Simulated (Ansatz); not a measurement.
A nudged elastic band was laid between two geometries of a periodic cell of 63 atoms, GaSi62 (host Si, host structure diamond, dopant Ga, one Si atom removed), cell charge +2.

Computed with DFT PBE-D3(BJ), scalar-relativistic, plane waves, PAW (Ansatz). Settings: PAW set soft_1, cutoff 420 eV, k mesh 1x1x1, gaussian smearing 0.02 eV, spin collinear.

- movable images: 5
- climbing image: yes
- spring: 5.0 eV/Å²
- optimiser: quadratic models (default)
- start path: straight line
- force threshold: 0.05 eV/Å
- iteration limit: 29
- end points: relaxed

Initial state:

```xyz
63
Lattice="10.8600 0.0000 0.0000 0.0000 10.8600 0.0000 0.0000 0.0000 10.8600" Properties=species:S:1:pos:R:3
Si 5.417 -0.009 0.026
Si 6.788 1.359 1.357
Si 8.155 2.729 0.027
Si 9.506 4.085 1.367
Si 8.158 -0.012 2.718
Si 9.486 1.344 4.094
Si -0.007 0.006 -0.009
Si 1.371 1.349 1.368
Si 2.732 2.723 -0.004
Si 4.080 4.066 1.362
Si 5.423 5.415 -0.004
Si 6.797 6.776 1.368
Si 8.140 8.154 -0.010
Si 9.501 9.505 1.344
Si 2.737 -0.007 2.734
Si 4.112 1.355 4.110
Si 5.442 2.704 2.725
Si 6.791 4.034 4.109
Si 8.154 5.409 2.735
Si 9.506 6.776 4.059
Si 5.488 0.035 5.486
Si 8.113 2.660 5.485
Si 9.486 4.050 6.800
Ga 8.174 -0.027 8.172
Si 9.519 1.436 9.516
Si 0.003 5.434 0.000
Si 1.359 6.787 1.356
Si 2.712 8.143 0.001
Si 4.061 9.500 1.367
Si -0.001 2.723 2.729
Si 1.364 4.067 4.077
Si 2.722 5.425 2.719
Si 4.080 6.783 4.077
Si 5.424 8.148 2.729
Si 6.802 9.521 4.095
Si 0.029 -0.009 5.415
Si 1.361 1.358 6.785
Si 2.728 2.705 5.439
Si 4.112 4.034 6.789
Si 5.441 5.418 5.439
Si 6.788 6.785 6.785
Si 8.155 8.117 5.415
Si 9.519 9.488 6.708
Si 2.720 -0.012 8.156
Si 4.096 1.344 9.483
Si 5.489 2.658 8.109
Si 6.802 4.050 9.483
Si 8.158 5.426 8.156
Si 9.501 6.800 9.499
Si 0.003 8.143 2.709
Si 1.370 9.500 4.058
Si -0.001 5.415 5.421
Si 1.371 6.776 6.794
Si 2.732 8.148 5.420
Si 4.096 9.521 6.800
Si 0.030 2.728 8.152
Si 1.370 4.086 9.503
Si 2.737 5.409 8.151
Si 4.061 6.777 9.504
Si 5.418 8.117 8.152
Si 6.711 9.488 9.516
Si -0.007 8.153 8.137
Si 1.346 9.505 9.499
```

Final state:

Only the atoms that move by more than 0.05 Å are listed.
```
Si1 5.451 0.010 -0.016
Si3 8.135 2.694 -0.016
Si6 9.521 1.363 4.048
Si21 5.422 -0.084 5.422
Si22 8.229 2.723 5.422
Si23 9.521 4.097 6.782
Ga24 6.764 1.381 6.764
Si25 9.460 1.329 9.460
Si35 6.782 9.484 4.048
Si36 -0.016 0.010 5.451
Si42 8.135 8.161 5.451
Si43 9.460 9.545 6.816
Si45 4.048 1.363 9.521
Si46 5.422 2.723 8.229
Si47 6.782 4.097 9.521
Si55 4.048 9.484 6.782
Si56 -0.016 2.694 8.135
Si60 5.451 8.161 8.135
Si61 6.816 9.545 9.460
```

**Question.** Which bonds break or form, and what moves?

**Answer.** Contacts lost: Ga24–Si25, Ga24–Si43, Ga24–Si61. Contacts made: Si21–Ga24, Si22–Ga24, Ga24–Si46. The atom that moves furthest is Ga24, by 2.44 Å.

**Question.** What energy profile does the band end with?

**Answer.** The run converged. The highest image is number 3 of 0 to 6, 0.31 eV above the ends, which have the same energy within 2 meV. By the program's own check the climbing image is a first-order saddle point (lowest curvatures found: -2.41 and 0.69 eV/Å²). Limits of this set-up: coarse k mesh, charged cell in a uniform background, uncorrected.

```tsv
image	path coordinate (Å)	energy (eV)	Ga24–Si25 (Å)	Ga24–Si43 (Å)	Ga24–Si61 (Å)
0	0.00	0.00	2.40	2.40	2.40
1	0.45	0.05	2.46	2.47	2.46
2	0.89	0.16	2.60	2.62	2.57
3	1.33	0.31	2.87	2.99	2.71
4	1.77	0.15	3.15	3.19	3.10
5	2.21	0.05	3.47	3.49	3.45
6	2.65	0.00	3.81	3.81	3.81
```

**Question.** What is the geometry of the highest image?

**Answer.** 
```xyz
63
Lattice="10.8600 0.0000 0.0000 0.0000 10.8600 0.0000 0.0000 0.0000 10.8600" Properties=species:S:1:pos:R:3
Si 5.413 -0.008 0.017
Si 6.784 1.361 1.352
Si 8.157 2.723 0.015
Si 9.525 4.085 1.364
Si 8.159 -0.014 2.709
Si 9.511 1.350 4.064
Si -0.048 0.014 -0.064
Si 1.346 1.353 1.350
Si 2.712 2.730 0.016
Si 4.080 4.067 1.374
Si 5.422 5.431 0.016
Si 6.796 6.813 1.334
Si 8.121 8.223 -0.085
Si 9.490 9.515 1.317
Si 2.728 -0.001 2.733
Si 4.142 1.337 4.127
Si 5.445 2.700 2.732
Si 6.804 4.022 4.114
Si 8.148 5.429 2.720
Si 9.522 6.788 4.063
Si 5.526 -0.043 5.506
Si 8.176 2.640 5.494
Si 9.507 4.077 6.787
Ga 7.341 0.674 7.584
Si 9.434 1.395 9.413
Si -0.006 5.449 -0.005
Si 1.356 6.788 1.358
Si 2.704 8.145 -0.001
Si 4.062 9.482 1.367
Si 0.019 2.726 2.724
Si 1.387 4.059 4.088
Si 2.721 5.424 2.722
Si 4.083 6.763 4.085
Si 5.424 8.126 2.721
Si 6.799 9.485 4.060
Si 0.014 0.002 5.429
Si 1.370 1.366 6.779
Si 2.761 2.697 5.448
Si 4.164 3.989 6.817
Si 5.449 5.395 5.447
Si 6.781 6.784 6.782
Si 8.151 8.135 5.432
Si 9.442 9.573 6.764
Si 2.727 -0.009 8.155
Si 4.061 1.359 9.526
Si 5.548 2.606 8.204
Si 6.796 4.085 9.527
Si 8.156 5.427 8.157
Si 9.491 6.816 9.490
Si -0.010 8.153 2.692
Si 1.354 9.486 4.061
Si 0.016 5.424 5.416
Si 1.359 6.784 6.790
Si 2.714 8.128 5.414
Si 4.064 9.490 6.782
Si 0.020 2.728 8.139
Si 1.359 4.086 9.515
Si 2.745 5.399 8.143
Si 4.063 6.781 9.516
Si 5.411 8.126 8.142
Si 6.734 9.605 9.389
Si -0.037 8.190 8.134
Si 1.346 9.511 9.492
```

The band took 9 iterations and of the order of 27 core-minutes.

Time of the run: 7.8 min on 4 threads of Intel(R) Xeon(R) Platinum 8259CL CPU @ 2.50GHz (Skylake/Cascade Lake) (shared host), peak memory 3.1 GiB.
